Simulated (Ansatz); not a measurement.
Predict the output of the script below (Ansatz 0.2.0, Python API).

Script `run_methods.py`:
```python
# -*- coding: utf-8 -*-
"""C2H6BNO at several levels of theory."""

from pathlib import Path

import ansatz as az
import numpy as np

BASIS = "cc-pVDZ"

geometry_ang = [
    ("C", (-1.5965, 0.8128, -0.5925)),
    ("C", (-1.064, -0.3014, -0.0841)),
    ("B", (0.4796, -0.4564, 0.1657)),
    ("N", (1.4425, 0.6669, -0.1955)),
    ("O", (0.9986, -1.7108, 0.7064)),
    ("H", (-0.9818, 1.6678, -0.8582)),
    ("H", (-2.6687, 0.8762, -0.7479)),
    ("H", (-1.7138, -1.1331, 0.1689)),
    ("H", (2.1016, 0.2857, -0.9105)),
    ("H", (2.0062, 0.8735, 0.6592)),
    ("H", (0.9962, -1.5811, 1.6884)),
]
system = az.Crystal.molecule()
for symbol, xyz in geometry_ang:
    system = system.atom(symbol, xyz)

calc = (
    system.calculation()
    .basis(gaussian=BASIS)
    .accuracy("medium")
)

print("functional    E (Ha)        dipole (D)   HOMO (eV)  LUMO (eV)")
for name in ["pbe0", "b3lyp", "cam_b3lyp", "hse06"]:
    r = calc.functional(name).forces().orbitals().run(runs_dir="runs").report
    lines = Path(r["orbitals_path"]).read_text().splitlines()
    field_of = lambda key: [line.split("=")[1].strip() for line in lines if line.startswith(key)]
    orbitals = [(27.211386 * float(e), s, float(n)) for e, s, n in zip(field_of("Ene="), field_of("Spin="), field_of("Occup="))]
    homo = max(e for e, _, n in orbitals if n > 0.5)
    lumo = min(e for e, _, n in orbitals if n < 0.5)
    dipole = 4.803205 * np.linalg.norm(r["charge_distribution"]["dipole_moment_e_ang"])
    print(f"{name:10s} {r['free_energy_ev'] / 27.211386246:14.6f} {dipole:9.3f} {homo:11.3f} {lumo:10.3f}")
```

Running `python run_methods.py` prints:
```text
functional    E (Ha)        dipole (D)   HOMO (eV)  LUMO (eV)
pbe0          -234.413127     1.358      -6.897     -1.234
b3lyp         -234.694476     1.339      -6.589     -1.414
cam_b3lyp     -234.571476     1.380      -8.346     -0.029
hse06         -234.400796     1.357      -6.486     -1.620
```

Notes:
- These settings explore the input space; basis and method may be short of convergence.
- The geometry is a force-field or estimated start, not a minimum of this method, and the basis set is short of its limit. A lower total doesn't mark the better method: functionals have no common bound, and MP2 and coupled cluster aren't variational.
- b3lyp holds the VWN-RPA fit, as in Gaussian; the form of ORCA and Turbomole is b3lyp5.
- Levels such as HOMO and LUMO are orbital energies: with these approximate functionals they aren't the ionisation energy and electron affinity, and their gap isn't the fundamental gap.
- hse06 follows the composition of plane-wave codes, whose totals differ by tens of mHa, up to about 0.1 Ha, from the form usual in Gaussian-basis programs (wpbeh).
- Wall time of the script: 17 s on 1 thread of Arm Neoverse V1, with other jobs on the host, peak memory 0.28 GiB.

(A comment or docstring line of the script was reworded after the run, the code is as it ran; lines on the test bed's own set-up are left out of the output.)
